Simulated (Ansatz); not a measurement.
A first try at a single point in a Gaussian basis of C₃H₉BSi, SMILES B[Si]1(C)CC1, using Ansatz 0.2.0, Python API.

The cells in order, each with its output:

**Cell 1**
```python
from pathlib import Path
import warnings

import ansatz as az
```

**Cell 2**
```python
GEOMETRY = """
B    -1.13060    1.73630    0.25860
Si   -0.28220    0.06500    0.36540
C     1.19990   -0.08530    1.43730
C    -0.67210   -1.35330   -0.78020
C     0.22600   -0.44080   -1.40660
H    -0.58650    2.74940   -0.12370
H    -2.29460    1.87060    0.53700
H     1.56890   -1.13620    1.51440
H     2.06830    0.51880    1.05470
H     1.00250    0.30100    2.48800
H    -1.78280   -1.29810   -1.17340
H    -0.29910   -2.33630   -0.46250
H    -0.25370    0.21820   -2.21580
H     1.22320   -0.83850   -1.46430
"""
```

**Cell 3**
```python
warnings.simplefilter("ignore", az.DeckWarning)
```

**Cell 4**
```python
system = az.Crystal.molecule()
for line in GEOMETRY.strip().splitlines():
    symbol, *xyz = line.split()
    system = system.atom(symbol, [float(v) for v in xyz])
```

**Cell 5**
```python
model = (
    system.calculation()
    .basis(gaussian="cc-pVDZ")
    .functional(az.LibraryFunctional("PBE-QIDH"))
    .orbitals()
)
result = model.run(outdir="tmp", threads=1, runs_dir="runs")
summary = result.report
```
Output:
```text
Traceback (most recent call last):
  File "<cell 5>", line 7, in <module>
    result = model.run(outdir="tmp", threads=1, runs_dir="runs")
TypeError: Calculation.run() got an unexpected keyword argument 'outdir'
```

Find the fault and give the corrected session.

The fault: run() has no such keyword. The change:

```diff
--- before
+++ after
@@
 )
-result = model.run(outdir="tmp", threads=1, runs_dir="runs")
+result = model.run(threads=1, runs_dir="runs")
 summary = result.report
```

The cells in order, each with its output:

(earlier cells as before)

In [5]:
```python
model = (
    system.calculation()
    .basis(gaussian="cc-pVDZ")
    .functional(az.LibraryFunctional("PBE-QIDH"))
    .orbitals()
)
result = model.run(threads=1, runs_dir="runs")
summary = result.report
```

In [6]:
```python
sorted(key for key in summary if key.endswith("_ev"))
```
Out [6]:
```text
['free_energy_ev', 'reference_energy_ev']
```

In [7]:
```python
{key: value for key, value in summary.items() if isinstance(value, (int, float)) and "ev" in key}
```
Out [7]:
```text
{'free_energy_ev': -11796.55047421565, 'reference_energy_ev': -11790.177240057732}
```

In [8]:
```python
print(f"E = {summary['free_energy_ev']:.6f} eV = {summary['free_energy_ev'] / 27.211386246:.7f} Ha")
print("converged:", summary["converged"], " doubts:", summary["published_state_doubts"] or "none")
```
```text
E = -11796.550474 eV = -433.5152339 Ha
converged: True  doubts: none
```

In [9]:
```python
lines = Path(summary["orbitals_path"]).read_text().splitlines()
field_of = lambda key: [line.split("=")[1].strip() for line in lines if line.startswith(key)]
orbitals = [(27.211386 * float(e), s, float(n)) for e, s, n in zip(field_of("Ene="), field_of("Spin="), field_of("Occup="))]
homo = max(e for e, _, n in orbitals if n > 0.5)
lumo = min(e for e, _, n in orbitals if n < 0.5)
for e, spin, n in sorted(orbitals):
    if homo - 10 < e < lumo + 5:
        print(f"{spin:6s} {e:10.3f} eV  occupation {n:.0f}")
```
```text
Alpha     -15.794 eV  occupation 2
Alpha     -15.405 eV  occupation 2
Alpha     -13.761 eV  occupation 2
Alpha     -13.466 eV  occupation 2
Alpha     -13.341 eV  occupation 2
Alpha     -12.278 eV  occupation 2
Alpha     -11.943 eV  occupation 2
Alpha     -10.834 eV  occupation 2
Alpha     -10.205 eV  occupation 2
Alpha      -7.193 eV  occupation 2
Alpha      -0.314 eV  occupation 0
Alpha       2.397 eV  occupation 0
Alpha       3.541 eV  occupation 0
Alpha       4.072 eV  occupation 0
Alpha       4.448 eV  occupation 0
```

Notes:
- Total energies depend on the basis set; only differences at equal settings carry meaning.
- The geometry is a force-field or estimated start, not a minimum of this method, and the basis set is short of its limit.
- Alpha marks a spatial orbital of a restricted run, filled by both spins.
- Levels such as HOMO and LUMO are orbital energies: with these approximate functionals they aren't the ionisation energy and electron affinity, and their gap isn't the fundamental gap.
- Wall time of the script: 6.9 s on 1 thread of Arm Neoverse V2, with other jobs on the host, peak memory 0.28 GiB.

(Lines on the test bed's own set-up are left out of the output.)
